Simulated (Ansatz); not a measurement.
# WC: an axial (c/a) deformation path

One table from this session's results is given with a row withheld; the runs are named, their logs left out.

Method: DFT PBE, scalar-relativistic, plane waves, PAW, in Ansatz 0.2.0.

**Starting point**

It takes space group P-6m2 (No. 187, hexagonal). Conventional cell: a = 2.901 Å, b = 2.901 Å, c = 2.829 Å, α = 90.00°, β = 90.00°, γ = 120.00°. W (site symmetry -6m2) has 6 C at 2.19 Å in its first shell of neighbours. Around C (site symmetry -6m2) lie 6 W at 2.19 Å.

As a file:

```xyz
2
Lattice="2.9005 0.0000 0.0000 -1.4503 2.5119 0.0000 0.0000 0.0000 2.8290" Properties=species:S:1:pos:R:3 pbc="T T T"
W     0.0000    0.0000    0.0000
C     1.4503    0.8373    1.4145
```

No relaxation comes first: the listed cell is the starting point.

**The reference cell**

Reference values: F = -10636.0494 eV; pressure 8.46 GPa; largest force 0.000 eV/Å; gap on the mesh none (metal). It was computed beforehand with the settings of the runs below.

The first run:

At fixed volume and fractional coordinates, lengths along (0.000, 0.000, 1.000) are scaled against those across it; ρ is that ratio over its starting value.

Input file input.yaml:

```yaml
crystal:
  lattice:
    - [3.0619642063, 0.0, 0.0]
    - [-1.5309821031, 2.6517387881, 0.0]
    - [0.0, 0.0, 2.5385101132]
  atoms:
    - { symbol: W, position: [0.0, 0.0, 0.0] }
    - { symbol: C, position: [0.6666666667, 0.3333333333, 0.5] }
basis:
  ecutwfc: 420
kpoints:
  mp_grid: { grid: [24, 24, 18] }
hamiltonian:
  xc: pbe
scf:
  occupations: { method: gaussian, width: 0.15 }
output:
  forces: true
  stress: true
  eigenvalues: true
```

On the command line:

```
ansatz run input.yaml --threads 1 --pin off --max-ram 2560MiB --backend cpu --events-out ev --progress --plain --runs-dir out
```

Among the steps run: ρ = 0.850; Point ρ = 1.200; Point ρ = 0.920; ρ = 1.100; ρ = 0.960; ρ = 1.050; At ρ = 0.800; Point ρ = 1.300.

One of the session's tables, all rows but one given; the rest of the session is left out.

It belongs to the step «The scan collected». 

| ρ | ΔE (meV/atom) | pressure (GPa) |
| --- | --- | --- |
| 0.800 | 832.7 | 34.9 |
| 0.850 | 439.6 | 24.2 |
| 0.920 | ? | ? |
| 0.960 | 27.5 | 10.7 |
| 1.000 | 0.0 | 8.5 |
| 1.050 | 36.7 | 7.1 |
| 1.100 | 138.9 | 7.2 |
| 1.200 | 488.5 | 10.2 |
| 1.300 | 949.4 | 15.9 |

Q: Estimate the row for ρ = 0.920 from the others.

Worked estimate for «ΔE (meV/atom)». A straight line through the neighbours (0.850, 439.6) and (0.960, 27.5) gives 439.6 + (27.5 − 439.6) × (0.920 − 0.850) / (0.960 − 0.850) = 177.4; a parabola fitted to 4 rows on both sides gives 108.8.

The run gave: ΔE (meV/atom): 114.6; pressure (GPa): 14.3. In «ΔE (meV/atom)» the line misses by +62.8 and the parabola by -5.8.
